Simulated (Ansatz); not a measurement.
# Sr (sc type): the cost of one run

Program: Ansatz 0.2.0. Level of theory: DFT LDA, with the methods named in each step. These are calculated values, not measurements.

### Step 1. Starting point

Symmetry: Pm-3m, No. 221, cubic system. The conventional cell has a = 3.752 Å, b = 3.752 Å, c = 3.752 Å, α = 90.00°, β = 90.00°, γ = 90.00°. Sr (site symmetry m-3m) is surrounded by 6 Sr at 3.75 Å.

Coordinates:

```xyz
1
Lattice="3.7525 0.0000 0.0000 0.0000 3.7525 0.0000 0.0000 0.0000 3.7525" Properties=species:S:1:pos:R:3 pbc="T T T"
Sr    0.0000    0.0000    0.0000
```

Whether this phase is the stable one at these pressures isn't tested.

### Step 2. Cell relaxed at zero pressure, PAW

input.yaml

```yaml
crystal:
  lattice:
    - [3.7524527953, 0.0, 0.0]
    - [0.0, 3.7524527953, 0.0]
    - [0.0, 0.0, 3.7524527953]
  atoms:
    - { symbol: Sr, position: [0.0, 0.0, 0.0] }
kpoints:
  mp_grid: { grid: [10, 10, 10] }
scf:
  occupations: { method: fermi_dirac, width: 0.05 }
hamiltonian:
  xc: lda
  pseudopotentials: { kind: paw }
output:
  forces: true
  stress: true
  write_density: true
  write_potential: true
  elf: true
  volumetric_format: npy
relax:
  f_tol: 0.005
  max_steps: 40
  cell: {}
```

On the command line:

```bash
$ ansatz run input.yaml --threads 1 --pin off --max-ram 2048MiB --backend cpu --events-out ev --progress --plain --runs-dir out
```

Q: Estimate wall time and peak memory on 1 thread of Intel Xeon 6975P-C (Granite Rapids), shared host.

About 3.7 s, with a peak of 0.35 GiB.
